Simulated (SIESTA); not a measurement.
**GaGe under changes of volume**

One of the cells (24.335 Å³/atom); the others are scaled copies at fixed shape and fractional positions:

```
Ge Ga
1.0
     0.00000    2.89784    2.89784
     2.89784    0.00000    2.89784
     2.89784    2.89784    0.00000
Ge Ga
1 1
Direct
  0.00000 0.00000 0.00000
  0.25000 0.25000 0.25000
```

The cell comes from a database or a generator and needn't be the stable form of this composition.

```yaml
Program: SIESTA 5.4.2
Functional: LDA
Potentials_or_basis: PseudoDojo 0.4 standard (LDA files)
Basis: DZP (energy shift 0.003 Ry; two zetas on semicore shells)
Grid_cutoff: 800 Ry
Energy_shift: 0.003 Ry
k_mesh: 8 × 8 × 8
Occupations: fermi-dirac, width 0.05 eV
Spin: no spin polarisation
```

| volume (Å³/atom) | energy over the lowest point (meV/atom) | pressure (GPa) |
| --- | --- | --- |
| 22.875 | 0.00 | -0.3 |
| 23.361 | 2.84 | -1.5 |
| 23.848 | 9.16 | -2.6 |
| 24.335 | 18.58 | -3.6 |
| 24.821 | 30.85 | -4.5 |
| 25.308 | ? | ? |
| 25.795 | 62.72 | -5.9 |

Problem. What does the run at 25.308 Å³/atom give?

Solution. Energy over the lowest point 45.67 meV/atom; pressure -5.3 GPa.

Worked out: A Birch-Murnaghan fit of order 3 (a polynomial in V^(-2/3)) to the other rows has its minimum at 22.75 Å³/atom, just outside them, with B0 = V·E''(V) = 61 GPa and B' = 3.9. It gives 45.64 meV/atom at 25.308 Å³/atom, against the run's 45.67, and -dE/dV = -5.3 GPa, against -5.3.

Energies are extrapolated to zero smearing.

Caveats: the basis of atomic orbitals isn't converged, which shifts pressures, moduli and gaps.
